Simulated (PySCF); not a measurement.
**[Gd(H2O)8]3+: other functionals and bases at one geometry**

Aim: see how levels, charges and forces of [Gd(H2O)8]3+ depend on the level of theory. The structure is generated, not taken from experiment.

Method: several levels, as the steps say, no spin–orbit coupling; program: PySCF 2.14.0.

2 further runs of the same task are left out: 2 for a known fault of the program.

## 1. Starting geometry

25 atoms, charge 3, spin multiplicity 1.

Bond lengths: Gd1–O2 2.455 Å, Gd1–O5 2.455 Å, Gd1–O8 2.455 Å, Gd1–O11 2.455 Å, Gd1–O14 2.455 Å, Gd1–O17 2.455 Å, Gd1–O20 2.455 Å, Gd1–O23 2.455 Å, O2–H3 0.981 Å, O2–H4 0.981 Å, O5–H6 0.981 Å, O5–H7 0.981 Å, O8–H9 0.981 Å, O8–H10 0.981 Å, O11–H12 0.981 Å, O11–H13 0.981 Å, O14–H15 0.981 Å, O14–H16 0.982 Å and more. Angles: O2–Gd1–O5 72.8°, O2–Gd1–O8 114.0°, O2–Gd1–O11 72.8°, O2–Gd1–O14 78.4°, O2–Gd1–O17 142.6°, O2–Gd1–O20 142.5°, O2–Gd1–O23 78.4°, O5–Gd1–O8 72.8°, O5–Gd1–O11 114.0°, O5–Gd1–O14 78.4°, O5–Gd1–O17 78.4°, O5–Gd1–O20 142.6°, O5–Gd1–O23 142.5°, O8–Gd1–O11 72.8°, O8–Gd1–O14 142.5°, O8–Gd1–O17 78.4°, O8–Gd1–O20 78.4°, O8–Gd1–O23 142.6° and more.

Geometry (Å):

```xyz
25
charge 3, multiplicity 1
Gd    0.0000    0.0000    0.0005
O     2.0593    0.0087    1.3369
H     2.2560    0.5818    2.1088
H     2.8651   -0.5386    1.2165
O    -0.0087    2.0593    1.3369
H    -0.5818    2.2560    2.1088
H     0.5386    2.8651    1.2165
O    -2.0593   -0.0087    1.3369
H    -2.2560   -0.5818    2.1088
H    -2.8651    0.5386    1.2165
O     0.0087   -2.0593    1.3369
H     0.5818   -2.2560    2.1088
H    -0.5386   -2.8651    1.2165
O     1.4492    1.4634   -1.3362
H     2.4058    1.6473   -1.2180
H     1.1809    2.0070   -2.1081
O    -1.4634    1.4492   -1.3362
H    -1.6473    2.4058   -1.2180
H    -2.0070    1.1809   -2.1081
O    -1.4492   -1.4634   -1.3362
H    -2.4058   -1.6473   -1.2180
H    -1.1809   -2.0070   -2.1081
O     1.4634   -1.4492   -1.3362
H     1.6473   -2.4058   -1.2180
H     2.0070   -1.1809   -2.1081
```

Formal oxidation states: Gd +3. Each metal's 7 4f electrons lie in its core potential, so multiplicities, spins and levels count the valence alone. An earlier session relaxed this geometry at TPSS, Gd lcecp-1-SVP with ECP53, O def2-SVP, H def2-SVP (singlet, point group S8).

At TPSS on the finer grid: E = -646.205329 Eh, HOMO -19.37 eV, LUMO -12.21 eV, Mulliken charge on Gd1 +0.81 e, largest force component 0.014 eV/Å. 

Levels to run: PBE; revPBE; TPSSh; B3LYP; PBE0, SVP. Hardware: 4 threads of Arm Neoverse V2, shared host.

## 2. PBE

Contents of run.py (the lines that set the calculation):

```python
mol = gto.M(atom='''
Gd     0.00000     0.00000     0.00047
O      2.05929     0.00868     1.33685
H      2.25600     0.58179     2.10880
H      2.86507    -0.53860     1.21649
O     -0.00868     2.05929     1.33685
H     -0.58179     2.25600     2.10880
H      0.53860     2.86507     1.21649
O     -2.05929    -0.00868     1.33685
H     -2.25600    -0.58179     2.10880
H     -2.86507     0.53860     1.21649
O      0.00868    -2.05929     1.33685
H      0.58179    -2.25600     2.10880
H     -0.53860    -2.86507     1.21649
O      1.44922     1.46337    -1.33621
H      2.40578     1.64732    -1.21795
H      1.18095     2.00704    -2.10811
O     -1.46337     1.44922    -1.33621
H     -1.64732     2.40578    -1.21795
H     -2.00704     1.18095    -2.10811
O     -1.44922    -1.46337    -1.33621
H     -2.40578    -1.64732    -1.21795
H     -1.18095    -2.00704    -2.10811
O      1.46337    -1.44922    -1.33621
H      1.64732    -2.40578    -1.21795
H      2.00704    -1.18095    -2.10811''',
    basis={'Gd': 'lcecp-1-SVP', 'O': 'def2-SVP', 'H': 'def2-SVP'},
    ecp={'Gd': 'lcecp-1-SVP'},
    charge=3, spin=0)
mf = dft.RKS(mol, xc='PBE')
mf.grids.atom_grid = (75, 302)  # f atoms: unpruned, at least (60, 302)
mf = mf.density_fit()  # fitting sets: Gd AutoAux, O def2-universal-JKFIT, H def2-universal-JKFIT
mf.conv_tol = 1e-08; mf.max_cycle = 55
mf.kernel(dm0)  # dm0: the density of the relaxed state
```

The run is started by

```
OMP_NUM_THREADS=4 python run.py
```

The log of the run:

```text
init E= -645.517964151325
  HOMO = -0.704330522275319  LUMO = -0.458079587593652  gap/eV = 6.70083
cycle= 1 E= -645.519394775348  delta_E= -0.00143  |g|= 0.0403  |ddm|= 0.167
  HOMO = -0.710964979711652  LUMO = -0.455886253437406  gap/eV = 6.94105
cycle= 2 E= -645.518681705261  delta_E= 0.000713  |g|= 0.0746  |ddm|= 0.0833
  HOMO = -0.70704058869098  LUMO = -0.456483223998536  gap/eV = 6.81801
cycle= 3 E= -645.519717168119  delta_E= -0.00104  |g|= 0.00289  |ddm|= 0.0503
  HOMO = -0.707253879381291  LUMO = -0.457297149222814  gap/eV = 6.80167
cycle= 4 E= -645.519720040663  delta_E= -2.87e-06  |g|= 0.000598  |ddm|= 0.00563
  HOMO = -0.707210648598215  LUMO = -0.457194962185536  gap/eV = 6.80327
cycle= 5 E= -645.519720122402  delta_E= -8.17e-08  |g|= 5.78e-05  |ddm|= 0.00069
  HOMO = -0.707206242681393  LUMO = -0.457186439075933  gap/eV = 6.80339
cycle= 6 E= -645.519720123052  delta_E= -6.5e-10  |g|= 1.86e-05  |ddm|= 7.39e-05
  HOMO = -0.707206216197697  LUMO = -0.457185892556208  gap/eV = 6.80340
Extra cycle  E= -645.519720122881  delta_E= 1.71e-10  |g|= 3.58e-05  |ddm|= 3.66e-05
converged SCF energy = -645.519720122881
```

It took 22 s on 4 threads of Arm Neoverse V2, shared host.

Read off: E = -645.519720 Eh, HOMO -19.24 eV, LUMO -12.44 eV, Mulliken charge on Gd1 +0.67 e, largest force component 0.042 eV/Å. 

## 3. revPBE

run.py (the lines that set the calculation), as its differences from that of step 2:

```diff
@@ -29,3 +29,3 @@
     charge=3, spin=0)
-mf = dft.RKS(mol, xc='PBE')
+mf = dft.RKS(mol, xc='PBE_R,PBE')
 mf.grids.atom_grid = (75, 302)  # f atoms: unpruned, at least (60, 302)
```

The run is started by

```
OMP_NUM_THREADS=4 python run.py
```

The log of the run:

```text
init E= -645.992562939694
  HOMO = -0.70241328181865  LUMO = -0.452346132497009  gap/eV = 6.80467
cycle= 1 E= -645.993391038631  delta_E= -0.000828  |g|= 0.0459  |ddm|= 0.142
  HOMO = -0.710931333310321  LUMO = -0.455338524831802  gap/eV = 6.95503
cycle= 2 E= -645.992522095651  delta_E= 0.000869  |g|= 0.0834  |ddm|= 0.0876
  HOMO = -0.705883255735932  LUMO = -0.453808571132058  gap/eV = 6.85930
cycle= 3 E= -645.993783455617  delta_E= -0.00126  |g|= 0.00241  |ddm|= 0.0549
  HOMO = -0.705797871991781  LUMO = -0.453522690603798  gap/eV = 6.86476
cycle= 4 E= -645.993784561044  delta_E= -1.11e-06  |g|= 0.000506  |ddm|= 0.0026
  HOMO = -0.705807812016106  LUMO = -0.453639604781024  gap/eV = 6.86185
cycle= 5 E= -645.993784630104  delta_E= -6.91e-08  |g|= 7.82e-05  |ddm|= 0.000918
  HOMO = -0.705801247147787  LUMO = -0.453616992413679  gap/eV = 6.86228
cycle= 6 E= -645.99378463222  delta_E= -2.12e-09  |g|= 1.91e-05  |ddm|= 0.00015
  HOMO = -0.705802380161799  LUMO = -0.453620157736406  gap/eV = 6.86223
Extra cycle  E= -645.99378463207  delta_E= 1.5e-10  |g|= 3.48e-05  |ddm|= 3.98e-05
converged SCF energy = -645.99378463207
```

It took 22 s on 4 threads of Arm Neoverse V2, shared host.

Read off: E = -645.993785 Eh, HOMO -19.21 eV, LUMO -12.34 eV, Mulliken charge on Gd1 +0.77 e, largest force component 0.109 eV/Å. 

## 4. TPSSh

run.py (the lines that set the calculation), as its differences from that of step 3:

```diff
@@ -29,3 +29,3 @@
     charge=3, spin=0)
-mf = dft.RKS(mol, xc='PBE_R,PBE')
+mf = dft.RKS(mol, xc='TPSSH')
 mf.grids.atom_grid = (75, 302)  # f atoms: unpruned, at least (60, 302)
```

The run is started by

```
OMP_NUM_THREADS=4 python run.py
```

The log of the run:

```text
init E= -646.138109592908
  HOMO = -0.741174195341283  LUMO = -0.434182046837399  gap/eV = 8.35368
cycle= 1 E= -646.138972275921  delta_E= -0.000863  |g|= 0.0161  |ddm|= 0.114
  HOMO = -0.738549317596894  LUMO = -0.437002593928948  gap/eV = 8.20550
cycle= 2 E= -646.138937202766  delta_E= 3.51e-05  |g|= 0.0218  |ddm|= 0.036
  HOMO = -0.739788916037422  LUMO = -0.436016739657415  gap/eV = 8.26606
cycle= 3 E= -646.139030637496  delta_E= -9.34e-05  |g|= 0.0025  |ddm|= 0.017
  HOMO = -0.739549759526558  LUMO = -0.435442492398504  gap/eV = 8.27518
cycle= 4 E= -646.139032027246  delta_E= -1.39e-06  |g|= 0.000301  |ddm|= 0.0034
  HOMO = -0.739574574767355  LUMO = -0.435497962457443  gap/eV = 8.27435
cycle= 5 E= -646.139032048965  delta_E= -2.17e-08  |g|= 4.74e-05  |ddm|= 0.000345
  HOMO = -0.739573226748088  LUMO = -0.435501873999474  gap/eV = 8.27420
cycle= 6 E= -646.139032049413  delta_E= -4.47e-10  |g|= 3.93e-06  |ddm|= 5.42e-05
  HOMO = -0.739572238734721  LUMO = -0.435500459972772  gap/eV = 8.27421
Extra cycle  E= -646.13903204941  delta_E= 2.96e-12  |g|= 5.02e-06  |ddm|= 7.17e-06
converged SCF energy = -646.13903204941
```

It took 46 s on 4 threads of Arm Neoverse V2, shared host.

It gives: E = -646.139032 Eh, HOMO -20.12 eV, LUMO -11.85 eV, Mulliken charge on Gd1 +0.92 e, largest force component 0.193 eV/Å. 

## 5. B3LYP

run.py (the lines that set the calculation), as its differences from that of step 4:

```diff
@@ -29,3 +29,3 @@
     charge=3, spin=0)
-mf = dft.RKS(mol, xc='TPSSH')
+mf = dft.RKS(mol, xc='B3LYP')
 mf.grids.atom_grid = (75, 302)  # f atoms: unpruned, at least (60, 302)
```

The run is started by

```
OMP_NUM_THREADS=4 python run.py
```

The log of the run:

```text
init E= -646.192612404807
  HOMO = -0.768518854427301  LUMO = -0.428027288065982  gap/eV = 9.26525
cycle= 1 E= -646.193928495005  delta_E= -0.00132  |g|= 0.062  |ddm|= 0.133
  HOMO = -0.759993934731066  LUMO = -0.432155901275394  gap/eV = 8.92093
cycle= 2 E= -646.193119543568  delta_E= 0.000809  |g|= 0.0916  |ddm|= 0.103
  HOMO = -0.765887809520368  LUMO = -0.431989221472705  gap/eV = 9.08584
cycle= 3 E= -646.19463483918  delta_E= -0.00152  |g|= 0.00295  |ddm|= 0.0594
  HOMO = -0.765598765371013  LUMO = -0.431160365995938  gap/eV = 9.10053
cycle= 4 E= -646.194637179833  delta_E= -2.34e-06  |g|= 0.000396  |ddm|= 0.00468
  HOMO = -0.765599719169769  LUMO = -0.431202863126016  gap/eV = 9.09940
cycle= 5 E= -646.194637214387  delta_E= -3.46e-08  |g|= 4.64e-05  |ddm|= 0.000382
  HOMO = -0.765600590098708  LUMO = -0.431212144423176  gap/eV = 9.09917
cycle= 6 E= -646.194637214962  delta_E= -5.75e-10  |g|= 4.26e-06  |ddm|= 7.68e-05
  HOMO = -0.765600402993487  LUMO = -0.431212239555585  gap/eV = 9.09917
Extra cycle  E= -646.194637214967  delta_E= -4.09e-12  |g|= 4.8e-06  |ddm|= 6e-06
converged SCF energy = -646.194637214967
```

Wall time 27 s (4 threads of Arm Neoverse V2, shared host).

Read off: E = -646.194637 Eh, HOMO -20.83 eV, LUMO -11.73 eV, Mulliken charge on Gd1 +0.89 e, largest force component 0.358 eV/Å. 

## 6. PBE0, SVP

Basis: Gd def2-SVP with ECP28, O def2-SVP, H def2-SVP. The 4f electrons are now in the valence.

run.py (the lines that set the calculation), as its differences from that of step 5:

```diff
@@ -26,9 +26,9 @@
 H      2.00704    -1.18095    -2.10811''',
-    basis={'Gd': 'lcecp-1-SVP', 'O': 'def2-SVP', 'H': 'def2-SVP'},
-    ecp={'Gd': 'lcecp-1-SVP'},
-    charge=3, spin=0)
-mf = dft.RKS(mol, xc='B3LYP')
+    basis={'Gd': 'def2-SVP', 'O': 'def2-SVP', 'H': 'def2-SVP'},
+    ecp={'Gd': 'def2-SVP'},
+    charge=3, spin=7)
+mf = dft.UKS(mol, xc='PBE0')
 mf.grids.atom_grid = (75, 302)  # f atoms: unpruned, at least (60, 302)
-mf = mf.density_fit()  # fitting sets: Gd AutoAux, O def2-universal-JKFIT, H def2-universal-JKFIT
+mf = mf.density_fit()  # fitting sets: Gd def2-universal-JKFIT, O def2-universal-JKFIT, H def2-universal-JKFIT
 mf.conv_tol = 1e-08; mf.max_cycle = 55
-mf.kernel(dm0)  # dm0: the density of the relaxed state
+mf.kernel(dm0)  # dm0: free metal ions and neutral atoms
```

The run is started by

```
OMP_NUM_THREADS=4 python run.py
```

The log of the run:

```text
init E= -1374.33505079488
  HOMO = -1.04276199009  LUMO = -0.941540789256  gap/eV = 2.75437
cycle= 1 E= -1374.02776302628  delta_E= 0.307  |g|= 1.67  |ddm|= 2.99
  HOMO = -0.368157812726  LUMO = -0.342637559332  gap/eV = 0.69444
cycle= 2 E= -1373.61486821038  delta_E= 0.413  |g|= 2.18  |ddm|= 2.78
  HOMO = -0.774197286408  LUMO = -0.40701371376  gap/eV = 9.99157
cycle= 3 E= -1375.16219500945  delta_E= -1.55  |g|= 0.255  |ddm|= 1.55
  HOMO = -0.77738340238  LUMO = -0.421979375727  gap/eV = 9.67104
cycle= 4 E= -1375.1773379658  delta_E= -0.0151  |g|= 0.0292  |ddm|= 0.186
  HOMO = -0.773587386695  LUMO = -0.418093241473  gap/eV = 9.67349
cycle= 5 E= -1375.17747458254  delta_E= -0.000137  |g|= 0.0211  |ddm|= 0.025
  HOMO = -0.774413539579  LUMO = -0.413559040637  gap/eV = 9.81935
cycle= 6 E= -1375.17755333581  delta_E= -7.88e-05  |g|= 0.0043  |ddm|= 0.0117
  HOMO = -0.774465394388  LUMO = -0.414732983412  gap/eV = 9.78882
cycle= 7 E= -1375.17756665479  delta_E= -1.33e-05  |g|= 0.00476  |ddm|= 0.00531
  HOMO = -0.774457972309  LUMO = -0.414976972331  gap/eV = 9.78198
cycle= 8 E= -1375.17754579519  delta_E= 2.09e-05  |g|= 0.00233  |ddm|= 0.0106
  HOMO = -0.774505689033  LUMO = -0.414700239193  gap/eV = 9.79080
cycle= 9 E= -1375.17754171873  delta_E= 4.08e-06  |g|= 0.000188  |ddm|= 0.00746
  HOMO = -0.774495006976  LUMO = -0.414775611562  gap/eV = 9.78846
cycle= 10 E= -1375.17754172867  delta_E= -9.94e-09  |g|= 7.12e-05  |ddm|= 0.000257
  HOMO = -0.774494834147  LUMO = -0.414772747248  gap/eV = 9.78854
Extra cycle  E= -1375.17754172811  delta_E= 5.62e-10  |g|= 9.47e-05  |ddm|= 0.000101
converged SCF energy = -1375.17754172811  <S^2> = 15.757534  2S+1 = 8.0018832
```

Wall time 2.1 min (4 threads of Arm Neoverse V2, shared host).

Result: E = -1375.177542 Eh, HOMO -21.08 eV, LUMO -11.88 eV (over both spins), ⟨S²⟩ = 15.758, Mulliken charge on Gd1 +1.45 e, largest force component 0.474 eV/Å. 

## 7. Results

| level | state | HOMO (eV) | gap (eV) | charge on Gd1 (e) | dipole (D) | largest force component (eV/Å) | basis functions | time |
| --- | --- | --- | --- | --- | --- | --- | --- | --- |
| TPSS (relaxed here) | singlet | -19.37 | 7.16 | 0.81 | 0.01 | 0.01 | 225 | 34 s |
| PBE | singlet | -19.24 | 6.80 | 0.67 | 0.01 | 0.04 | 225 | 22 s |
| revPBE | singlet | -19.21 | 6.86 | 0.77 | 0.01 | 0.11 | 225 | 22 s |
| TPSSh | singlet | -20.12 | 8.27 | 0.92 | 0.01 | 0.19 | 225 | 46 s |
| B3LYP | singlet | -20.83 | 9.10 | 0.89 | 0.01 | 0.36 | 225 | 27 s |
| PBE0, SVP | octet | -21.08 | 9.19 | 1.45 | 0.01 | 0.47 | 270 | 2.1 min |

Times are on 4 threads of Arm Neoverse V2, shared host; the first row also made further properties. The dipole of a charged species depends on the origin, so these sizes hold for this origin alone.

In one basis the HOMO–LUMO gap runs from 6.80 eV (PBE) to 9.10 eV (B3LYP). The largest leftover force, 0.47 eV/Å with PBE0, SVP, stands at a geometry relaxed at another level. The Mulliken charge on Gd spans +0.67 to +1.45 e over the levels. With 4f in the core, its levels are missing from HOMO and gap, and its count is fixed, so no charge can pass from the ligands into it. Total energies of different levels can't be compared. Spin–orbit coupling is left out throughout.
